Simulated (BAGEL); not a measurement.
# B2H2S2O (SMILES SB1OBS1) at HF/cc-pVDZ (density fitting with qzvpp-jkfit)

What is the vertical singlet–triplet gap of B2H2S2O at HF/cc-pVDZ (density fitting with qzvpp-jkfit)? 

The results are computed with BAGEL 1.2.2.

2 further runs of the same task are left out: 2 set aside as unsound or not needed.

## (1) Starting point

B2H2S2O has 7 atoms, charge 0, and is taken as a singlet. As SMILES, `SB1OBS1`. The shape is that of a PBE0-D4/def2-TZVP optimisation. This is one conformer, not always the lowest.

Bond lengths: S1–B2 1.781 Å, B2–O3 1.394 Å, O3–B4 1.387 Å, B2–S5 1.841 Å, B4–S5 1.832 Å, S1–H6 1.345 Å, B4–H7 1.189 Å. Angles: S1–B2–O3 127.3°, S1–B2–S5 130.2°, O3–B2–S5 102.6°, B2–O3–B4 89.7°, O3–B4–S5 103.3°, B2–S5–B4 64.5°, B2–S1–H6 94.6°, O3–B4–H7 125.5°, S5–B4–H7 131.2°.

## (2) A single-point energy at HF/cc-pVDZ (density fitting with qzvpp-jkfit)

Contents of input.json:

```json
{ "bagel" : [

{
  "title" : "molecule",
  "basis" : "cc-pvdz.json",
  "df_basis" : "qzvpp-jkfit",
  "angstrom" : true,
  "geometry" : [
    { "atom" : "S", "xyz" : [      -1.594700,       0.794600,       1.402500 ] },
    { "atom" : "B", "xyz" : [      -0.211900,       0.312100,       0.389500 ] },
    { "atom" : "O", "xyz" : [      -0.181400,      -0.697300,      -0.571400 ] },
    { "atom" : "B", "xyz" : [       1.146800,      -0.395600,      -0.834200 ] },
    { "atom" : "S", "xyz" : [       1.501400,       0.981700,       0.321000 ] },
    { "atom" : "H", "xyz" : [      -2.432400,      -0.120800,       0.882800 ] },
    { "atom" : "H", "xyz" : [       1.833600,      -0.942500,      -1.636000 ] }
  ]
},

{
  "title" : "hf"
},

{
  "title" : "print",
  "file" : "orbitals.molden",
  "orbitals" : true
}

]}
```

The basis set cc-pVDZ is read from a file made from the Basis Set Exchange's data (not shown).

Run with:

```console
$ BAGEL_NUM_THREADS=1 BAGEL input.json > input.out
```

The program printed:

```text
* using 1 threads per process

  ===============================================================
  ===============================================================

  *** Geometry ***

  { "atom" : "S", "xyz" : [     -3.013546,      1.501576,      2.650341 ] },
  { "atom" : "B", "xyz" : [     -0.400433,      0.589784,      0.736048 ] },
  { "atom" : "O", "xyz" : [     -0.342796,     -1.317706,     -1.079790 ] },
  { "atom" : "B", "xyz" : [      2.167138,     -0.747576,     -1.576410 ] },
  { "atom" : "S", "xyz" : [      2.837235,      1.855144,      0.606602 ] },
  { "atom" : "H", "xyz" : [     -4.596570,     -0.228279,      1.668250 ] },
  { "atom" : "H", "xyz" : [      3.465002,     -1.781067,     -3.091592 ] },

  Number of auxiliary basis functions:      519

  Since a DF basis is specified, we compute 2- and 3-index integrals:
    o Being stored without compression. Storage requirement is 0.032 GB

  Number of basis functions:       88
  Number of electrons      :       52

    * METHOD: MOLECULE                             0.28

  *** RHF ***

  === Nuclear Repulsion ===
   231.6052928254

      * DIIS with orbital gradients will be used.

  === RHF iteration (cc-pvdz.json) ===
      0       -920.41304099          0.01419060           0.09
      1       -920.52893285          0.01145141           0.08
      2       -920.61777093          0.00157121           0.09
      3       -920.62042653          0.00031849           0.09
      4       -920.62052534          0.00010146           0.09
      5       -920.62054095          0.00002925           0.08
      6       -920.62054221          0.00001149           0.08
      7       -920.62054238          0.00000542           0.08
      8       -920.62054242          0.00000229           0.08
      9       -920.62054242          0.00000050           0.08
     10       -920.62054242          0.00000014           0.09
     11       -920.62054242          0.00000005           0.08
     12       -920.62054242          0.00000002           0.09
     13       -920.62054242          0.00000001           0.08
    * SCF iteration converged.

    * Permanent dipole moment:
           (    0.242130,     0.329894,     0.212521) a.u.

    * METHOD: HF                                   1.39

    * METHOD: PRINT                                0.01

  ===============================================================
```

Wall time 2.1 s (1 thread of Intel Xeon Platinum 8488C (Sapphire Rapids), shared host); peak memory 0.14 GiB.

## (3) The triplet

Contents of calc.json:

```json
{ "bagel": [

{
  "title": "molecule",
  "basis": "cc-pvdz.json",
  "df_basis": "qzvpp-jkfit",
  "angstrom": true,
  "geometry": [
    { "atom": "S", "xyz": [      -1.594700,       0.794600,       1.402500 ] },
    { "atom": "B", "xyz": [      -0.211900,       0.312100,       0.389500 ] },
    { "atom": "O", "xyz": [      -0.181400,      -0.697300,      -0.571400 ] },
    { "atom": "B", "xyz": [       1.146800,      -0.395600,      -0.834200 ] },
    { "atom": "S", "xyz": [       1.501400,       0.981700,       0.321000 ] },
    { "atom": "H", "xyz": [      -2.432400,      -0.120800,       0.882800 ] },
    { "atom": "H", "xyz": [       1.833600,      -0.942500,      -1.636000 ] }
  ]
},

{
  "title": "uhf",
  "nopen": 2
},

{
  "title": "print",
  "file": "orbitals.molden",
  "orbitals": true
}

]}
```

The basis set cc-pVDZ is read from a file made from the Basis Set Exchange's data (not shown).

Run with:

```console
$ BAGEL_NUM_THREADS=1 BAGEL calc.json > calc.out
```

The program printed:

```text
* using 1 threads per process

  ===============================================================
  ===============================================================

  *** Geometry ***

  { "atom" : "S", "xyz" : [     -3.013546,      1.501576,      2.650341 ] },
  { "atom" : "B", "xyz" : [     -0.400433,      0.589784,      0.736048 ] },
  { "atom" : "O", "xyz" : [     -0.342796,     -1.317706,     -1.079790 ] },
  { "atom" : "B", "xyz" : [      2.167138,     -0.747576,     -1.576410 ] },
  { "atom" : "S", "xyz" : [      2.837235,      1.855144,      0.606602 ] },
  { "atom" : "H", "xyz" : [     -4.596570,     -0.228279,      1.668250 ] },
  { "atom" : "H", "xyz" : [      3.465002,     -1.781067,     -3.091592 ] },

  Number of auxiliary basis functions:      519

  Since a DF basis is specified, we compute 2- and 3-index integrals:
    o Being stored without compression. Storage requirement is 0.032 GB

  Number of basis functions:       88
  Number of electrons      :       52

    * METHOD: MOLECULE                             0.28

  *** Open-shell HF ***

  === Nuclear Repulsion ===
   231.6052928254

      * DIIS with orbital gradients will be used.

  === UHF iteration (cc-pvdz.json) ===
      0       -920.07223438          0.03577722           0.17
      1       -920.16076794          0.03762770           0.17
      2       -920.25538369          0.02689175           0.16
      3       -920.41304571          0.00404549           0.17
      4       -920.42580954          0.00225109           0.17
      5       -920.43093508          0.00126082           0.17
      6       -920.43341075          0.00051016           0.17
      7       -920.43381930          0.00028337           0.17
      8       -920.43406382          0.00018044           0.17
      9       -920.43431204          0.00014036           0.18
     10       -920.43443916          0.00008712           0.17
     11       -920.43456661          0.00005899           0.17
     12       -920.43461835          0.00003230           0.17
     13       -920.43463075          0.00002219           0.17
     14       -920.43463475          0.00001093           0.16
     15       -920.43463533          0.00000486           0.17
     16       -920.43463529          0.00000333           0.17
     17       -920.43463533          0.00000155           0.18
     18       -920.43463535          0.00000122           0.17
     19       -920.43463536          0.00000069           0.17
     20       -920.43463537          0.00000026           0.17
     21       -920.43463537          0.00000015           0.17
     22       -920.43463537          0.00000009           0.17
     23       -920.43463537          0.00000006           0.17
     24       -920.43463537          0.00000003           0.17
     25       -920.43463537          0.00000002           0.17
     26       -920.43463537          0.00000001           0.17
    * SCF iteration converged.

    * S^2 (UHF) is 2.0238

    * Permanent dipole moment:
           (    0.188959,    -0.826337,    -0.854944) a.u.

    * METHOD: UHF                                  4.76

    * METHOD: PRINT                                0.01

  ===============================================================
```

It took 5.4 s on 1 thread of Intel Xeon Platinum 8488C (Sapphire Rapids), shared host; peak memory 0.14 GiB.

## (4) What came out

Level: HF/cc-pVDZ (density fitting with qzvpp-jkfit).

| quantity | value |
| --- | --- |
| singlet: total energy | -920.62054 Eh |
| singlet: dipole moment | 1.17 D |
| singlet: HOMO energy | -10.51 eV |
| singlet: LUMO energy | 2.60 eV |
| singlet: HOMO–LUMO gap | 13.11 eV |
| triplet: total energy | -920.43464 Eh |
| triplet: dipole moment | 3.06 D |
| triplet: ⟨S²⟩ | 2.024 |
| vertical energy of the triplet above the singlet | 5.059 eV |

At this shape the triplet lies 5.06 eV (488 kJ/mol) above the singlet.
